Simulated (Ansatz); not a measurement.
# GaH₆OPSi: ionisation energy by level of theory

Aim: the vertical ionisation energy of GaH₆OPSi, as cation minus neutral at the neutral's geometry, on several levels, and how well −ε(HOMO) stands in for it.

Program: Ansatz 0.2.0, Gaussian basis. Level of theory: unrestricted cation, the program's frozen cores in correlated methods. These are calculated values, not measurements.

Plan: UKS PBE-D4/def2-TZVPP; UKS r2SCAN-D4/def2-TZVPP; UKS PBE0-D4/def2-TZVPP; UKS B3LYP-D4/def2-TZVPP; UKS wB97X-V/def2-TZVPP; UKS wB97M-V/def2-TZVPP; UKS B2PLYP/def2-TZVPP; UHF-CCSD(T)/def2-TZVPP; UHF-MP2/def2-QZVPP; extrapolation to the limit; then −ε(HOMO) from the neutral's earlier runs with LDA (SPW92), PBE-D4, revPBE-D4, BLYP-D4, r2SCAN-D4, B97M-V, PBE0-D4, B3LYP-D4, r2SCANh-D4, r2SCAN0-D4, HSE06-D4, BHLYP-D4, CAM-B3LYP-D4, LC-ωPBE, ωB97X-V, ωB97M-V.

## (1) The relaxed structure

All runs share one geometry, relaxed beforehand with PBE0-D4 in a triple-zeta def2 set.

SMILES `OP[SiH2][GaH2]`, 10 atoms, charge 0, spin multiplicity 1.

Atoms are counted from 1 here; the program's logs count them from 0.

Bond lengths: O1–P2 1.729 Å, O1–H5 0.962 Å, P2–Si3 2.287 Å, P2–H6 1.421 Å, Si3–Ga4 2.433 Å, Si3–H7 1.489 Å, Si3–H8 1.489 Å, Ga4–H9 1.569 Å, Ga4–H10 1.574 Å. Angles: P2–O1–H5 111.6°, O1–P2–Si3 90.8°, O1–P2–H6 95.9°, Si3–P2–H6 95.0°, P2–Si3–Ga4 84.6°, P2–Si3–H7 108.6°, P2–Si3–H8 110.2°, Ga4–Si3–H7 120.1°, Ga4–Si3–H8 122.0°, H7–Si3–H8 107.8°, Si3–Ga4–H9 119.7°, Si3–Ga4–H10 118.2°, H9–Ga4–H10 121.0°.

## (2) Cation, UKS PBE-D4/def2-TZVPP

File in.yaml:

```yaml
crystal:
  periodic: [false, false, false]
  atoms:
    - {symbol: O, position_ang: [-0.353329, 1.308898, -0.625393]}
    - {symbol: P, position_ang: [-1.060746, -0.087080, -1.360263]}
    - {symbol: Si, position_ang: [0.046692, -1.455173, 0.099786]}
    - {symbol: Ga, position_ang: [0.999891, 0.613408, 0.954120]}
    - {symbol: H, position_ang: [-0.105389, 1.967165, -1.281231]}
    - {symbol: H, position_ang: [-2.266501, -0.053332, -0.608515]}
    - {symbol: H, position_ang: [0.892802, -2.399368, -0.681533]}
    - {symbol: H, position_ang: [-0.926553, -2.261047, 0.887660]}
    - {symbol: H, position_ang: [0.386335, 1.280207, 2.235189]}
    - {symbol: H, position_ang: [2.386780, 1.086323, 0.380189]}
basis:
  gaussian: {orbitals: def2-TZVPP}
total_charge: 1
magnetization: {spin_polarized: true, initial_magnetization: 1}
hamiltonian: {xc: pbe, dispersion: d4}
```

The run is started by

```
> ansatz run in.yaml --threads 2 --pin off --events-out ev --progress --plain --max-ram 31744MiB --backend cpu
```

The runs that follow: Cation, UKS r2SCAN-D4/def2-TZVPP; Cation, UKS PBE0-D4/def2-TZVPP; Cation, UKS B3LYP-D4/def2-TZVPP; Cation, UKS wB97X-V/def2-TZVPP; Cation, UKS wB97M-V/def2-TZVPP; Cation, UKS B2PLYP (frozen core)/def2-TZVPP; Cation, UHF-CCSD(T)/def2-TZVPP; Cation, UHF-MP2/def2-QZVPP.

Q: Predict the results of all the runs planned. Wanted: ionisation energy, CCSD(T)/CBS; nearest functional by difference; nearest −ε(HOMO); −ε(HOMO) of PBE; T1 of the cation.

**Answer**, as computed:

```
                        quantity               value
  ionisation energy, CCSD(T)/CBS             8.86 eV
nearest functional by difference  ωB97X-V (-0.10 eV)
                nearest −ε(HOMO)  ωB97X-V (+0.05 eV)
                 −ε(HOMO) of PBE             5.76 eV
                T1 of the cation               0.021
```

**Reading.** Energy differences with functionals land within 0.45 eV of the reference. −ε(HOMO) of PBE misses by 3.1 eV, since self-interaction lifts the level. Among orbital estimates ωB97X-V comes nearest. Hartree-Fock falls 0.87 eV short, as the neutral has more correlation energy than the cation. Correlated methods include outer-core shells of Ga, which these sets cover unevenly. With outer-core shells in play the reference is unsure by up to some tenths of an eV, so close misses can't be ranked.
